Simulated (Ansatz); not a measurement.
# Ta4C3: the cost of one run

Program: Ansatz 0.2.0. Level of theory: DFT r2SCAN, scalar-relativistic, plane waves, PAW. These are calculated values, not measurements.

1 further run of the same task is left out (set aside as unsound or not needed).

### Step 1. Starting point

Symmetry: R3m, No. 160, trigonal system. Conventional cell: a = 3.118 Å, b = 3.118 Å, c = 30.656 Å, α = 90.00°, β = 90.00°, γ = 120.00°. Around Ta (site symmetry 3m) lie 6 C at 2.26 Å. Around Ta (site symmetry 3m) lie 3 C at 2.14 Å. Ta (site symmetry 3m) is surrounded by 3 C at 2.19 Å. Ta (site symmetry 3m) has 6 C at 2.20 to 2.23 Å in its first shell of neighbours. C (site symmetry 3m) has 6 Ta at 2.19 to 2.20 Å in its first shell of neighbours. C (site symmetry 3m) is surrounded by 6 Ta at 2.14 to 2.26 Å. Around C (site symmetry 3m) lie 6 Ta at 2.23 to 2.26 Å.

Coordinates:

```cif
data_structure
_symmetry_space_group_name_H-M 'P 1'
_symmetry_Int_Tables_number 1
_cell_length_a 10.3759
_cell_length_b 10.3759
_cell_length_c 10.3759
_cell_angle_alpha 17.282
_cell_angle_beta 17.282
_cell_angle_gamma 17.282
_cell_volume 86.02
loop_
_atom_site_label
_atom_site_type_symbol
_atom_site_fract_x
_atom_site_fract_y
_atom_site_fract_z
_atom_site_occupancy
Ta1 Ta 0.37344 0.37344 0.37344 1
Ta2 Ta 0.62448 0.62448 0.62448 1
Ta3 Ta 0.20977 0.20977 0.20977 1
Ta4 Ta 0.79443 0.79443 0.79443 1
C1 C 0.50237 0.50237 0.50237 1
C2 C 0.99575 0.99575 0.99575 1
C3 C 0.08475 0.08475 0.08475 1
```

It goes back to an entry of the Materials Project, which need not be the stable form.

It is the result of an earlier relaxation at this level (volume 12.29 Å³/atom; gap on the mesh: none (metal)).

### Step 2. Electronic structure at the relaxed geometry

Input file input.yaml:

```yaml
crystal:
  lattice:
    - [1.5588995839, 0.9000310944, 10.2185930755]
    - [-1.5588995839, 0.9000310944, 10.2185930755]
    - [0.0, -1.8000621888, 10.2185930756]
  atoms:
    - { symbol: Ta, position: [0.3734425207, 0.3734425207, 0.3734425207] }
    - { symbol: Ta, position: [0.624481764, 0.624481764, 0.624481764] }
    - { symbol: Ta, position: [0.2097724882, 0.2097724882, 0.2097724882] }
    - { symbol: Ta, position: [0.7944309363, 0.7944309363, 0.7944309363] }
    - { symbol: C, position: [0.5023710678, 0.5023710678, 0.5023710678] }
    - { symbol: C, position: [0.9957490512, 0.9957490512, 0.9957490512] }
    - { symbol: C, position: [0.0847521818, 0.0847521818, 0.0847521818] }
basis:
  ecutwfc: 500
kpoints:
  mp_grid: { grid: [12, 12, 12] }
  band_path:
    path:
      - [[0.0, 0.0, 0.0], [-0.5, -0.5, -0.5], [-0.5, -0.17183846, -0.82816154]]
      - [[-0.17183846, 0.17183846, -0.5], [0.0, 0.0, -0.5], [0.0, 0.0, 0.0], [0.0, 0.33591923, -0.33591923]]
      - [[-0.33591923, 0.0, -0.66408077], [-0.5, 0.0, -0.5], [0.0, 0.0, 0.0]]
    npoints: 14
hamiltonian:
  xc: r2scan
scf:
  occupations: { method: gaussian, width: 0.1 }
  n_extra_bands: 17
output:
  forces: true
  stress: true
  eigenvalues: true
  populations: true
  dos: { projected: true, de: 0.02, nscf_kmesh: { grid: [18, 18, 18] } }
  bader: true
  write_density: true
  write_potential: true
  elf: true
  volumetric_format: npy
```

Command:

```bash
$ ansatz run input.yaml --threads 2 --pin off --max-ram 5120MiB --backend cpu --events-out ev --progress --plain --runs-dir out
```

Q: Estimate wall time and peak memory on 2 threads of Intel Xeon Platinum 8259CL at 2.50GHz (Skylake/Cascade Lake), shared host.

About 6.5 min, with a peak of 2 GiB.
